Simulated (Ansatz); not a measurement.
**YIr2: under pressure**

Aim: relax YIr2 at pressures from -3 to 60 GPa within the symmetry of the start, and follow volume, cell shape and gap.

Computed with Ansatz 0.2.0 (DFT r2SCAN, scalar-relativistic, plane waves, PAW, unless a step's input says otherwise).

## Step 1: The structure to begin with

The structure is cubic, space group Fd-3m (No. 227). Conventional cell: a = 7.524 Å, b = 7.524 Å, c = 7.524 Å, α = 90.00°, β = 90.00°, γ = 90.00°. Y (site symmetry -43m) is surrounded by 12 Ir at 3.12 Å and 4 Y at 3.26 Å. Around Ir (site symmetry -3m) lie 6 Ir at 2.66 Å and 6 Y at 3.12 Å.

Coordinates:

```xyz
6
Lattice="0.0000 3.7620 3.7620 3.7620 0.0000 3.7620 3.7620 3.7620 0.0000" Properties=species:S:1:pos:R:3 pbc="T T T"
Y     3.7620    3.7620    3.7620
Y     5.6430    5.6430    5.6430
Ir    0.9405    0.9405    0.9405
Ir    0.9405    2.8215    2.8215
Ir    2.8215    2.8215    0.9405
Ir    2.8215    0.9405    2.8215
```

The structure comes from the Crystallography Open Database.

(A quick probe on a coarse mesh, which set the mesh and smearing, is not shown.)

## Step 3: Full relaxation

input.yaml reads:

```yaml
crystal:
  lattice:
    - [0.0, 3.762, 3.762]
    - [3.762, 0.0, 3.762]
    - [3.762, 3.762, 0.0]
  atoms:
    - { symbol: "Y", position: [0.5, 0.5, 0.5] }
    - { symbol: "Y", position: [0.75, 0.75, 0.75] }
    - { symbol: Ir, position: [0.125, 0.125, 0.125] }
    - { symbol: Ir, position: [0.625, 0.125, 0.125] }
    - { symbol: Ir, position: [0.125, 0.125, 0.625] }
    - { symbol: Ir, position: [0.125, 0.625, 0.125] }
basis:
  ecutwfc: 500
kpoints:
  mp_grid: { grid: [8, 8, 8] }
hamiltonian:
  xc: r2scan
scf:
  occupations: { method: gaussian, width: 0.1 }
output:
  forces: true
  stress: true
  eigenvalues: true
  write_density: true
  write_potential: true
  elf: true
  volumetric_format: npy
relax:
  adjacent_minimum: "off"
  f_tol: 0.005
  max_steps: 80
  cell: { stress_tol: 0.05 }
```

On the command line:

```
$ ansatz run input.yaml --threads 1 --pin off --max-ram 2560MiB --backend cpu --events-out ev --progress --plain --runs-dir out
```

The session goes on with these runs: relaxing at -3 GPa; target pressure 3 GPa; target pressure 8 GPa; 15 GPa; target pressure 30 GPa; 60 GPa.

**Question.** What will these runs give? Wanted: relaxed cell; volume; bulk modulus B0; B0'.

The runs gave:

```
                                     quantity                                                                      value
                  relaxed cell (conventional)  a = 7.539 Å, b = 7.539 Å, c = 7.539 Å, α = 90.00°, β = 90.00°, γ = 90.00°
                         space group (0.01 Å)                                                            Fd-3m (No. 227)
                                       volume                                                              17.86 Å³/atom
                             volume at 60 GPa                                                14.83 Å³/atom, V/V0 = 0.831
bulk modulus B0 (third-order Birch-Murnaghan)                                                                    213 GPa
                                          B0'                                                                        4.5
```

The relaxed volume is 0.6 % larger than at the start. Up to 60 GPa the volume falls by 16.9 %. The points follow one equation of state, B0 = 213 GPa. Other structures may take over in this range; these runs cannot find them. Spin-orbit coupling is left out for Ir.
